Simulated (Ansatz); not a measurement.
# Ba2TeAs: the cost of one run

Computed with Ansatz 0.2.0 (DFT PBE, scalar-relativistic, plane waves, PAW, unless a step's input says otherwise).

1 further run of the same task is left out (it didn't finish).

### Step 1. The system as given

The structure is trigonal, space group P3m1 (No. 156). Conventional cell: a = 5.177 Å, b = 5.177 Å, c = 8.429 Å, α = 90.00°, β = 90.00°, γ = 120.00°. Around Ba (site symmetry 3m) lie 1 As at 3.07 Å and 3 Te at 3.29 Å. Ba (site symmetry 3m) has 3 As at 3.07 Å and 1 Te at 3.29 Å in its first shell of neighbours. Around Te (site symmetry 3m) lie 4 Ba at 3.29 Å. Around As (site symmetry 3m) lie 4 Ba at 3.07 Å.

Coordinates:

```xyz
4
Lattice="5.1766 0.0000 0.0000 -2.5883 4.4831 0.0000 0.0000 0.0000 8.4291" Properties=species:S:1:pos:R:3 pbc="T T T"
Ba    0.0000    0.0000    3.0657
Ba    0.0000    2.9887    7.7464
Te    0.0000    2.9887    4.4518
As    0.0000    0.0000    0.0000
```

The cell is invented: close-packed anion layers stacked AB|A, with sites between them filled layer by layer (P3m1, No. 156). Lengths come from tabulated atomic sizes and are only a guess.

### Step 2. The guess as it stands, on a coarse mesh

Contents of input.yaml:

```yaml
crystal:
  lattice:
    - [5.17664233, 0.0, 0.0]
    - [-2.58832117, 4.48310377, 0.0]
    - [0.0, 0.0, 8.42911442]
  atoms:
    - { symbol: Ba, position: [0.0, 0.0, 0.36370729] }
    - { symbol: Ba, position: [0.33333333, 0.66666667, 0.91899982] }
    - { symbol: Te, position: [0.33333333, 0.66666667, 0.52815019] }
    - { symbol: As, position: [0.0, 0.0, 0.0] }
basis:
  ecutwfc: 420
kpoints:
  mp_grid: { grid: [6, 6, 2] }
hamiltonian:
  xc: pbe
scf:
  occupations: { method: gaussian, width: 0.1 }
  lower_state_search: "off"
output:
  forces: true
  stress: true
  eigenvalues: true
```

Launch:

```bash
ansatz run input.yaml --threads 1 --pin off --max-ram 2560MiB --backend cpu --events-out ev --progress --plain --runs-dir out
```

**Question.** How long does this run take on 1 thread of Intel Xeon at 2.50GHz (Skylake/Cascade Lake), shared host, and how much memory does it need?

About 22 s, with a peak of 0.45 GiB.
